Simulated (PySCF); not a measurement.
# C6H6N2O: the cost of one run

Program: PySCF 2.14.0. Level of theory: levels as typed in each script, gas phase, geometry from GFN2-xTB. These are calculated values, not measurements.

## 1. The system as given

SMILES `N#CC1CC(=NC=O)C1`, 15 atoms, charge 0, spin multiplicity 1.

Bond lengths: N1–C2 1.143 Å, C2–C3 1.436 Å, C3–C4 1.550 Å, C3–C9 1.551 Å, C3–H10 1.092 Å, C4–C5 1.507 Å, C4–H11 1.090 Å, C4–H12 1.089 Å, C5–N6 1.245 Å, C5–C9 1.499 Å, N6–C7 1.348 Å, C7–O8 1.201 Å, C7–H13 1.111 Å, C9–H14 1.090 Å, C9–H15 1.088 Å. Angles: N1–C2–C3 178.9°, C2–C3–C4 114.8°, C2–C3–C9 114.7°, C2–C3–H10 109.2°, C4–C3–C9 89.7°, C4–C3–H10 113.7°, C9–C3–H10 113.8°, C3–C4–C5 88.3°, C3–C4–H11 114.5°, C3–C4–H12 115.8°, C5–C4–H11 113.1°, C5–C4–H12 115.5°, H11–C4–H12 108.7°, C4–C5–N6 135.4°, C4–C5–C9 93.4°, N6–C5–C9 131.2°, C5–N6–C7 138.0°, N6–C7–O8 126.4° and more.

As a file:

```xyz
15

N    -3.4910   -0.9699    0.5834
C    -2.6669   -0.3548    0.0846
C    -1.6128    0.4078   -0.5244
C    -0.3654   -0.4172   -0.9322
C     0.4543    0.4555   -0.0175
N     1.6667    0.5852    0.2315
C     2.8257   -0.0222   -0.0919
O     3.2730   -1.0175    0.4104
C    -0.7404    1.2181    0.4697
H    -2.0268    1.0083   -1.3369
H    -0.3913   -1.4608   -0.6181
H    -0.0939   -0.3767   -1.9859
H     3.4063    0.6088   -0.7976
H    -0.9692    1.0380    1.5197
H    -0.7053    2.2926    0.3011
```

## 2. Density, bond paths and surface potential (PBE/cc-pvdz)

Contents of input.py:

```python
import numpy as np
from pyscf import gto, scf, dft
from pyscf.scf import atom_ks, atom_hf
from scipy.linalg import block_diag

def solve(mol, dm0=None, hcore=None):
    mf = (dft.UKS if mol.spin else dft.RKS)(mol, xc='pbe')
    mf.grids.level = 3
    mf = mf.density_fit(auxbasis='def2-universal-jkfit')
    mf.conv_tol, mf.max_cycle = 1e-8, 80
    if hcore is not None:
        mf.get_hcore = lambda *args: hcore
    mf.kernel(dm0)
    if not mf.converged:
        mf = mf.newton().run(mf.mo_coeff, mf.mo_occ, max_cycle=30)
    assert mf.converged, 'SCF not converged'
    return mf

mol = gto.M(atom='''
N     -3.49103    -0.96987     0.58336
C     -2.66688    -0.35484     0.08461
C     -1.61283     0.40782    -0.52436
C     -0.36541    -0.41724    -0.93219
C      0.45426     0.45546    -0.01754
N      1.66668     0.58520     0.23149
C      2.82570    -0.02224    -0.09185
O      3.27297    -1.01748     0.41043
C     -0.74039     1.21810     0.46969
H     -2.02676     1.00831    -1.33687
H     -0.39126    -1.46079    -0.61814
H     -0.09387    -0.37669    -1.98586
H      3.40632     0.60877    -0.79756
H     -0.96917     1.03801     1.51973
H     -0.70529     2.29259     0.30113
''', basis='cc-pvdz', charge=0, spin=0, verbose=4)
mf = solve(mol)
mf.analyze()
# spherically averaged free atoms, for the promolecule
atm = atom_ks.get_atm_nrks(mol, xc='pbe')
pro = block_diag(*[(atm[a[0]][2] * atm[a[0]][3]) @ atm[a[0]][2].T for a in mol._atom])
np.savez('result.npz', e=mf.e_tot, c=mf.mo_coeff, occ=mf.mo_occ, eps=mf.mo_energy, pro=pro, dip=mf.dip_moment(verbose=0), s2=mf.spin_square()[0])
```

Command:

```bash
$ OMP_NUM_THREADS=1 python input.py
```

**Question.** How long does this run take on 1 thread of Intel Xeon at 2.50GHz (Skylake/Cascade Lake), shared host, and how much memory does it need?

About 85 s, with a peak of 0.59 GiB.
